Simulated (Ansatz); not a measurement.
# CeCl6 ([CeCl6]3-): the cost of one run

Method: the settings change from run to run; program: Ansatz 0.2.0, Gaussian basis.

**1. The geometry**

The geometry comes from an earlier relaxation with PBE-D4/def2-SVP; it is a stationary point, not always the lowest conformer. Ce takes a core potential in def2 sets; no spin-orbit term is included.

7 atoms, charge -3, spin multiplicity 2.

Atoms are counted from 1 here; the program's logs count them from 0.

Bond lengths: Ce1–Cl2 2.826 Å, Ce1–Cl3 2.826 Å, Ce1–Cl4 2.827 Å, Ce1–Cl5 2.826 Å, Ce1–Cl6 2.825 Å, Ce1–Cl7 2.827 Å. Angles: Cl2–Ce1–Cl3 179.9°, Cl2–Ce1–Cl4 90.0°, Cl2–Ce1–Cl5 90.0°, Cl2–Ce1–Cl6 89.9°, Cl2–Ce1–Cl7 90.0°, Cl3–Ce1–Cl4 90.1°, Cl3–Ce1–Cl5 89.9°, Cl3–Ce1–Cl6 90.0°, Cl3–Ce1–Cl7 90.0°, Cl4–Ce1–Cl5 179.9°, Cl4–Ce1–Cl6 90.0°, Cl4–Ce1–Cl7 89.8°, Cl5–Ce1–Cl6 90.1°, Cl5–Ce1–Cl7 90.0°, Cl6–Ce1–Cl7 179.9°.

**2. B3LYP/def2-TZVP**

This run has density fitting with def2-universal-jkfit, D3(BJ) dispersion, the search for lower states set to off.

Contents of in.yaml:

```yaml
crystal:
  periodic: [false, false, false]
  atoms:
    - {symbol: Ce, position_ang: [-0.000143, 0.000414, -0.000213]}
    - {symbol: Cl, position_ang: [-0.022318, -0.000175, 2.825691]}
    - {symbol: Cl, position_ang: [0.016325, 0.005438, -2.826533]}
    - {symbol: Cl, position_ang: [2.826444, 0.006578, 0.023414]}
    - {symbol: Cl, position_ang: [-2.825645, -0.011468, -0.023021]}
    - {symbol: Cl, position_ang: [-0.008413, 2.825730, 0.003671]}
    - {symbol: Cl, position_ang: [0.013750, -2.826517, -0.003008]}
basis:
  gaussian: {orbitals: def2-TZVP, fitting: {mean_field: def2-universal-jkfit}}
total_charge: -3
magnetization: {spin_polarized: true, initial_magnetization: 1}
hamiltonian: {xc: {name: B3LYP}, dispersion: d3bj}
scf: {lower_state_search: off}
```

Started as:

```
ansatz run in.yaml --threads 4 --pin off --events-out ev --progress --plain --max-ram 6963MiB
```

Q: Estimate wall time and peak memory on 4 threads of Arm Neoverse V1, shared host.

About 80 s, with a peak of 1.6 GiB.
